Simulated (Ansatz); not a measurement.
# Ge (diamond type): the cost of one run

Method: DFT PBE, with the methods named in each step, in Ansatz 0.2.0.

## (1) Starting point

Symmetry: Fd-3m, No. 227, cubic system. Conventional cell: a = 5.762 Å, b = 5.762 Å, c = 5.762 Å, α = 90.00°, β = 90.00°, γ = 90.00°. Around Ge (site symmetry -43m) lie 4 Ge at 2.50 Å.

Structure file:

```cif
data_structure
_symmetry_space_group_name_H-M 'Fd-3m:1'
_symmetry_Int_Tables_number 227
_cell_length_a 5.7623
_cell_length_b 5.7623
_cell_length_c 5.7623
_cell_angle_alpha 90.000
_cell_angle_beta 90.000
_cell_angle_gamma 90.000
_cell_volume 191.33
loop_
_atom_site_label
_atom_site_type_symbol
_atom_site_symmetry_multiplicity
_atom_site_Wyckoff_symbol
_atom_site_fract_x
_atom_site_fract_y
_atom_site_fract_z
_atom_site_occupancy
Ge1 Ge 8 b 0.00000 0.50000 0.00000 1
```

The file gives the conventional cell by its symmetry; the runs use the cell typed in the input.

Whether this phase is the stable one at these pressures isn't tested.

Atoms are numbered in the order of the input: Ge1, Ge2.

## (2) The reference volume, LAPW

File input.yaml:

```yaml
crystal:
  lattice:
    - [0.0, 2.8811472615, 2.8811472615]
    - [2.8811472615, 0.0, 2.8811472615]
    - [2.8811472615, 2.8811472615, 0.0]
  atoms:
    - { symbol: Ge, position: [-0.125, -0.125, -0.125] }
    - { symbol: Ge, position: [0.125, 0.125, 0.125] }
kpoints:
  mp_grid: { grid: [11, 11, 11] }
  band_path:
    path:
      - [0.0, 0.0, 0.0]
      - [0.5, 0.0, 0.5]
      - [0.625, 0.25, 0.625]
      - [0.375, 0.375, 0.75]
      - [0.0, 0.0, 0.0]
      - [0.5, 0.5, 0.5]
      - [0.5, 0.25, 0.75]
      - [0.5, 0.0, 0.5]
    npoints: 14
scf:
  occupations: { method: fermi_dirac, width: 0.08 }
hamiltonian:
  xc: pbe
  pseudopotentials: { kind: all_electron, lapw: { basis_error: 0.001 } }
output:
  forces: true
  stress: true
  eigenvalues: true
  populations: true
  dos: { projected: true, de: 0.2, e_range: [-14, 8] }
```

Command:

```console
$ ansatz run input.yaml --threads 1 --pin off --max-ram 2048MiB --backend cpu --events-out ev --progress --plain --runs-dir out
```

What time and memory should one allow on 1 thread of Intel Xeon 6975P-C (Granite Rapids), shared host?

About 13 s, with a peak of 0.38 GiB.
